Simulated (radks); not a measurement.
**Filling a hard-walled sphere of radius 10.3 bohr*: electrons 1 to 7**

Aim: add electrons one at a time to a hard-walled sphere of radius 10.3 bohr*, try the lowest free levels for each, keep the configuration of least energy, and see where shells close.

The numbers are computed with radks (version 2): non-relativistic spin-polarised Kohn-Sham, LDA (Slater exchange, Perdew-Wang correlation), spherically averaged shells.

### Step 1. The system

- well: a hard-walled sphere of radius 10.3 bohr*
- functional: LDA (Slater exchange, Perdew-Wang correlation)
- levels: named by radial order: 1s, 1p, 1d, 2s, 1f and so on
- units: effective atomic units, hartree* and bohr*
- configuration carried in: none

Further steps of the session: 1 electrons; 2 electrons; 3 electrons; N = 4; 5 electrons; N = 6; Electron number 7.

Q: Predict the outcome of this session. Wanted: closed shells at N; largest addition energy; most unpaired electrons; polarisability at N = 2; configuration at N = 7.

As calculated:

```
               quantity                                    value
     closed shells at N                                        2
largest addition energy  0.150 hartree* at N = 2 (of N = 1 to 6)
most unpaired electrons                               3 at N = 5
polarisability at N = 2                             496.6 bohr*³
 configuration at N = 7                     1s2 1p(up 3, down 2)
```

What this shows: Shells close at N = 2, and the second difference peaks there. The largest moment in range is 3, first at N = 5: exchange favours parallel spins in open shells. Only a few candidates are tried at each count, so a lower state may have been missed.
